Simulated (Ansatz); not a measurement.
HfIn4SiO6:

```
Hf In Si O
1.0
     3.23023   -5.57768   -0.02470
     3.23023    5.57768   -0.02470
    -1.49068    0.00000    6.32030
Hf In Si O
1 4 1 6
Direct
  0.10178 0.10178 0.00912
  0.79222 0.48204 0.00818
  0.48204 0.79222 0.00818
  0.54472 0.21983 0.48398
  0.21983 0.54472 0.48398
  0.85433 0.85433 0.44523
  0.83500 0.58822 0.38104
  0.58822 0.83500 0.38104
  0.02899 0.02899 0.29500
  0.97920 0.97920 0.69555
  0.42852 0.14514 0.07435
  0.14514 0.42852 0.07435
```

The cell was built by a generator and needn't be a form met in nature.

* Program: Ansatz 0.2.0
* Task: relaxation of cell and atoms
* Functional: r2SCAN
* Dispersion: D4
* Potentials or basis: Ansatz PAW
* Cutoff: 500 eV (not typed: the program's choice for these potentials)
* k mesh: 4 × 4 × 3
* Occupations: fermi-dirac, width 0.05 eV
* Spin: no spin polarisation

At the start: volume 18.94 Å³/atom.

Question: How do energy, volume and symmetry change on relaxing?

Answer: It ends after 13 steps and the volume is 17.17 Å³/atom (-9.4 %); space group Cm (No. 8, to 0.05 Å).

Step by step:
| step | energy change (eV) | largest force (eV/Å) | volume (Å³) |
| --- | --- | --- | --- |
| 1 | 0.0000 | 0.2926 | 227.34 |
| 2 | -0.1255 | 0.7375 | 208.84 |
| 3 | -0.1955 | 0.4350 | 212.26 |
| 4 | -0.2337 | 0.3689 | 209.94 |
| 5 | -0.2611 | 0.5479 | 205.36 |
| 6 | -0.2776 | 0.2103 | 206.49 |
| 7 | -0.2854 | 0.0977 | 206.59 |
| 8 | -0.2882 | 0.1098 | 206.19 |
| 9 | -0.2911 | 0.0827 | 205.96 |
| 10 | -0.2913 | 0.0478 | 206.01 |
| 11 | -0.2914 | 0.0280 | 206.06 |
| 12 | -0.2915 | 0.0052 | 206.02 |
| 13 | -0.2843 | 0.0052 | 206.02 |

Final structure:
```yaml
crystal:
  lattice:
    - [2.94641, -5.48800, -0.09175]
    - [2.94641, 5.48800, -0.09175]
    - [-1.49015, 0.00000, 6.41674]
  atoms:
    - { symbol: Hf, position: [0.07778, 0.07778, 0.00403] }
    - { symbol: In, position: [0.78855, 0.47480, 0.00647] }
    - { symbol: In, position: [0.47480, 0.78855, 0.00647] }
    - { symbol: In, position: [0.55477, 0.21916, 0.49829] }
    - { symbol: In, position: [0.21916, 0.55477, 0.49829] }
    - { symbol: Si, position: [0.86537, 0.86537, 0.44309] }
    - { symbol: O, position: [0.83195, 0.58535, 0.36965] }
    - { symbol: O, position: [0.58535, 0.83195, 0.36965] }
    - { symbol: O, position: [0.07435, 0.07435, 0.32051] }
    - { symbol: O, position: [0.97992, 0.97992, 0.69309] }
    - { symbol: O, position: [0.42279, 0.12518, 0.06523] }
    - { symbol: O, position: [0.12518, 0.42279, 0.06523] }
```

Caveat: the plane-wave basis is chosen anew once the cell has moved, so the energies of steps on either side of that aren't comparable; the PAW data sets come from PBE, with cores solved anew for the run's functional, which leaves a small shift of forces and pressure.
